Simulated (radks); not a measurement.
**Taking charge from the 3d level of I⁺ in fractions**

What happens to E and to the 3d eigenvalue of I⁺ when a fraction of an electron is removed? The exact functional would give straight lines between whole numbers for a frontier level.

Method: scalar-relativistic Kohn-Sham, LDA (Slater exchange, Perdew-Wang correlation), spin-unpolarised, spherical densities, finite nucleus. Code: radks (a radial shooting solver on a logarithmic mesh, Libxc functionals) version 1.

## (1) What is computed

| Property | Result |
| --- | --- |
| element | iodine (Z = 53) |
| charge | +1 |
| electrons | 52 |
| configuration | [Kr] 4d10 5s2 5p4 |
| nuclear rms radius | 4.75 fm |

The outer shells:

I⁺
```
[Kr] core
4d [↑↓][↑↓][↑↓][↑↓][↑↓]
5s [↑↓]
5p [↑↓][↑ ][↑ ]
```

## (2) Start: [Kr] 4d10 5s2 5p4

Input:

```text
Z 53
configuration [Kr] 4d10 5s2 5p4
relativity scalar-relativistic
functional lda,pw
spin unpolarised
nucleus finite rms 4.75 fm
c 137.035999084
```

## (3) 0.25 electron removed from 3d

Input:

```text
Z 53
configuration [Ar] 3d9.75 4s2 4p6 4d10 5s2 5p4
relativity scalar-relativistic
functional lda,pw
spin unpolarised
nucleus finite rms 4.75 fm
c 137.035999084
```

## (4) 0.5 electron removed from 3d

Input:

```text
Z 53
configuration [Ar] 3d9.5 4s2 4p6 4d10 5s2 5p4
relativity scalar-relativistic
functional lda,pw
spin unpolarised
nucleus finite rms 4.75 fm
c 137.035999084
```

## (5) 0.75 electron removed from 3d

Input:

```text
Z 53
configuration [Ar] 3d9.25 4s2 4p6 4d10 5s2 5p4
relativity scalar-relativistic
functional lda,pw
spin unpolarised
nucleus finite rms 4.75 fm
c 137.035999084
```

## (6) 1 electron removed from 3d

Input:

```text
Z 53
configuration [Ar] 3d9 4s2 4p6 4d10 5s2 5p4
relativity scalar-relativistic
functional lda,pw
spin unpolarised
nucleus finite rms 4.75 fm
c 137.035999084
```

Q: Predict the outcome of this session. Wanted: for each run, removed; E − E(0); eigenvalue; E minus straight line.

**Answer**, as computed:

| removed (e) | E − E(0) (eV) | eigenvalue (eV) | E minus straight line (eV) |
| --- | --- | --- | --- |
| 0 | 0.000 | -615.85 | 0.000 |
| 0.25 | 155.33 | -627.93 | -4.601 |
| 0.5 | 313.71 | -640.18 | -6.163 |
| 0.75 | 475.16 | -652.60 | -4.644 |
| 1 | 639.74 | -665.19 | 0.000 |

In words: Removing the whole electron costs 639.74 eV, against 615.85 eV from minus the starting eigenvalue. Slater's transition state, half an electron removed, gives 640.18 eV. The trapezoid integral of minus the eigenvalue gives 640.31 eV over the range, against 639.74 eV from the energies (Janak's theorem; approximate here, since the scalar-relativistic density holds large components alone). The eigenvalue moves by 49.3 eV per electron. E bends below the straight line by 6.16 eV at 0.5 electron removed.
